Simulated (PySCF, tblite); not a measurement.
# C₅H₈FNSi− (doublet): geometry, infrared bands and EPR parameters

Aim: predict the infrared bands and EPR parameters of C₅H₈FNSi− (doublet) (`CC1=C(F)N([SiH3])[CH][CH-]1`).

Computed with tblite 0.8.0 and PySCF 2.14.0, with density-fitted response routines of our own, on a single molecule in the gas phase. Atoms are numbered from 0 throughout.

### 1 The starting structure

16 atoms, charge -1, multiplicity 2; geometry from: force field or distance geometry start.

Bonds of the start (Å): C0–C1 1.47, C1–C2 1.37, C2–F3 1.33, C2–N4 1.40, N4–Si5 1.70, N4–C6 1.40, C6–C7 1.43, C7–C1 1.44, C0–H8 1.10, C0–H9 1.10, C0–H10 1.09, Si5–H11 1.49, Si5–H12 1.50, Si5–H13 1.49, C6–H14 1.08, C7–H15 1.08.

### 2 Optimising the geometry with GFN2-xTB

The job: settings as JSON, then the geometry in Å.

```
{"job": {"kind": "relax", "xc": "GFN2-xTB", "basis": "xTB"}, "charge": -1, "multiplicity": 2}
C     -2.569200    -0.444200     0.498600
C     -1.217400    -0.052300     0.075500
C     -0.008300    -0.516700     0.507900
F      0.112600    -1.460300     1.434300
N      1.072300     0.106500    -0.128800
Si     2.711700    -0.226800     0.148800
C      0.530000     1.028800    -1.030900
C     -0.896600     0.949900    -0.906800
H     -3.140800    -0.829200    -0.352500
H     -3.117600     0.419400     0.914600
H     -2.560400    -1.222700     1.266200
H      2.991600    -1.651700    -0.165600
H      3.034800     0.066700     1.580200
H      3.544300     0.643100    -0.730600
H      1.121900     1.667800    -1.665300
H     -1.616600     1.530800    -1.457000
```

On the command line:

```
$ OMP_NUM_THREADS=1 python probes_run.py task.json out
```

One launch serves the whole session: the jobs run in the order shown.

**Question.** This job is followed by: GFN2-xTB harmonic vibrations, gas phase; UKS B3LYP, pcH-1 on C F H N Si, non-relativistic, mean-field spin-orbit, GIAO. Predict these results of the whole session: strongest single infrared mode (GFN2-xTB); zero-point energy (GFN2-xTB); g(iso) (B3LYP); ⟨S²⟩; largest a(iso) (averaged by class).

**Answer**, as computed:

```
                                 quantity                    value
strongest single infrared mode (GFN2-xTB)    1599 cm⁻¹, 841 km/mol
             zero-point energy (GFN2-xTB)            68.4 kcal/mol
                           g(iso) (B3LYP)                  2.00351
                                     ⟨S²⟩       0.752 (exact 0.75)
       largest a(iso) (averaged by class)  29Si on Si5, -388.1 MHz
```

**Reading.** Relaxing lowered the energy by 0.553 eV in 96 steps; the close pair that moved most is N4–Si5, from 1.696 to 1.812 Å. No mode is imaginary among the 42: a minimum at this level. The strongest single mode, at 1599 cm⁻¹, moves mainly H11. Unscaled tight-binding wavenumbers are off by several per cent, some by more. Its intensities can rank the bands wrongly. Most of the unpaired spin sits on Si5 (0.87 e). The isotropic g lies 1.2 ppt above the free-electron value.
